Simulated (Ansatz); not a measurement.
# Si16O: the cost of one run

All numbers below are computed with Ansatz 0.2.0 (DFT PBE, plane waves, PAW, scalar-relativistic, collinear spin).

**1. The starting structure**

The cell holds 17 atoms (OSi16): a = 7.679 Å, b = 7.679 Å, c = 7.679 Å, α = 60.00°, β = 60.00°, γ = 60.00°.

Its coordinates follow in the input file.

**2. Preparing the start**

The input, input.yaml:

```yaml
crystal:
  lattice:
    - [0.0, 5.43, 5.43]
    - [5.43, 0.0, 5.43]
    - [5.43, 5.43, 0.0]
  atoms:
    - { symbol: Si, position: [0.0, 0.0, 0.0] }
    - { symbol: Si, position: [0.125, 0.125, 0.125] }
    - { symbol: Si, position: [0.0, 0.0, 0.5] }
    - { symbol: Si, position: [0.125, 0.125, 0.625] }
    - { symbol: Si, position: [0.0, 0.5, 0.0] }
    - { symbol: Si, position: [0.125, 0.625, 0.125] }
    - { symbol: Si, position: [0.0, 0.5, 0.5] }
    - { symbol: Si, position: [0.125, 0.625, 0.625] }
    - { symbol: Si, position: [0.5, 0.0, 0.0] }
    - { symbol: Si, position: [0.625, 0.125, 0.125] }
    - { symbol: Si, position: [0.5, 0.0, 0.5] }
    - { symbol: Si, position: [0.625, 0.125, 0.625] }
    - { symbol: Si, position: [0.5, 0.5, 0.0] }
    - { symbol: Si, position: [0.625, 0.625, 0.125] }
    - { symbol: Si, position: [0.5, 0.5, 0.5] }
    - { symbol: Si, position: [0.625, 0.625, 0.625] }
    - { symbol: O, position: [0.8754144, 0.3729826, 0.8811602], spin: 1.0 }
magnetization:
  spin_polarized: true
basis:
  ecutwfc: 420.0
kpoints:
  mp_grid: { grid: [2, 2, 2] }
hamiltonian:
  xc: pbe
  pseudopotentials: { kind: paw, azcp: { folder: soft_1 } }
scf:
  occupations: { method: fermi_dirac, width: 0.05 }
  lower_state_search: "off"
relax:
  f_tol: 0.08
  max_steps: 25
  adjacent_minimum: "off"
```

On the command line:

```console
ansatz run input.yaml --threads 1 --pin off --max-ram 3072MiB --backend cpu --events-out ev --progress --plain --runs-dir out
```

**Question.** How long does this run take on 1 thread of Arm Neoverse V2, shared host, and how much memory does it need?

About 5.4 min, with a peak of 0.66 GiB.
